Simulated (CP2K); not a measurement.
**BiTe under changes of volume**

One of the cells (33.855 Å³/atom); the others are scaled copies at fixed shape and fractional positions:

```
CELL_PARAMETERS angstrom
4.57498 0.00000 0.00000
2.28749 3.96205 0.00000
2.28749 1.32068 3.73546
ATOMIC_POSITIONS crystal
Bi 0.00000 0.00000 0.00000
Te 0.50000 0.50000 0.50000
```

- Program: CP2K 2026.2
- Functional: PBEsol
- Potentials or basis: POTENTIAL_UZH Bi GTH-PBE-q5, Te GTH-PBE-q6; TZVP-MOLOPT-PBE-GTH basis
- Density cutoff: 6123 eV
- k mesh: 7 × 7 × 7
- Occupations: fermi-dirac, width 0.05 eV
- Spin: no spin polarisation

| volume (Å³/atom) | energy over the lowest point (meV/atom) | pressure (GPa) |
| --- | --- | --- |
| 31.824 | ? | ? |
| 32.501 | 11.91 | 2.6 |
| 33.178 | 3.54 | 1.4 |
| 33.855 | 0.00 | 0.3 |
| 34.532 | 0.80 | -0.7 |
| 35.209 | 5.52 | -1.6 |
| 35.886 | 13.75 | -2.4 |

What does the run at 31.824 Å³/atom give?

Energy over the lowest point 25.69 meV/atom; pressure 4.0 GPa.

Worked out: A Birch-Murnaghan fit of order 3 (a polynomial in V^(-2/3)) to the other rows has its minimum at 34.06 Å³/atom with B0 = V·E''(V) = 50 GPa and B' = 4.3. It gives 25.65 meV/atom at 31.824 Å³/atom, against the run's 25.69, and -dE/dV = 3.9 GPa, against 4.0.

Energies are extrapolated to zero smearing.

Caveats: the potentials were made for another functional, which shifts forces and pressure; the basis of atomic orbitals isn't converged, which shifts pressures, moduli and gaps.
